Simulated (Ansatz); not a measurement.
# Cl2H2OSTi: the cost of one run

Computed with Ansatz 0.2.0, Gaussian basis. Level: the settings change from run to run.

## Step 1: The molecule

The geometry comes from an earlier relaxation with PBE0-D4 in a triple-zeta def2 set; it is a stationary point, not always the lowest conformer.

7 atoms, charge 0, spin multiplicity 1.

Atoms are counted from 1 here; the program's logs count them from 0.

Bond lengths: O1–Ti2 1.744 Å, O1–H6 0.958 Å, Ti2–S3 2.268 Å, Ti2–Cl4 2.192 Å, Ti2–Cl5 2.187 Å, S3–H7 1.349 Å. Angles: Ti2–O1–H6 149.2°, O1–Ti2–S3 104.3°, O1–Ti2–Cl4 112.2°, O1–Ti2–Cl5 111.5°, S3–Ti2–Cl4 109.9°, S3–Ti2–Cl5 109.5°, Cl4–Ti2–Cl5 109.4°, Ti2–S3–H7 90.9°.

## Step 2: B3LYP/6-31G*

Set apart from the defaults: atoms shaken by 0.03 Å, a grid of angular degree 47, D3(BJ) dispersion, high accuracy, the search for lower states set to full.

Input file in.yaml:

```yaml
crystal:
  periodic: [false, false, false]
  atoms:
    - {symbol: O, position_ang: [-1.380143, 0.536918, 0.834710]}
    - {symbol: Ti, position_ang: [-0.132768, 0.026851, -0.258396]}
    - {symbol: S, position_ang: [1.361005, -1.017121, 1.041880]}
    - {symbol: Cl, position_ang: [-0.932790, -1.368753, -1.726139]}
    - {symbol: Cl, position_ang: [0.885582, 1.778123, -1.260183]}
    - {symbol: H, position_ang: [-1.906891, 1.260833, 1.276755]}
    - {symbol: H, position_ang: [2.136194, -1.290058, 0.028603]}
basis:
  gaussian: {orbitals: "6-31G*", final_grid: {core_spheres: 20, valence_spheres: 16, degree: 47}}
hamiltonian: {xc: {name: B3LYP}, dispersion: d3bj}
accuracy: high
scf: {lower_state_search: full}
output: {forces: true}
```

Started as:

```sh
> ansatz run in.yaml --threads 4 --pin off --events-out ev --progress --plain --max-ram 10444MiB
```

What time and memory should one allow on 4 threads of Arm Neoverse V2, shared host?

About 14 s, with a peak of 0.6 GiB.
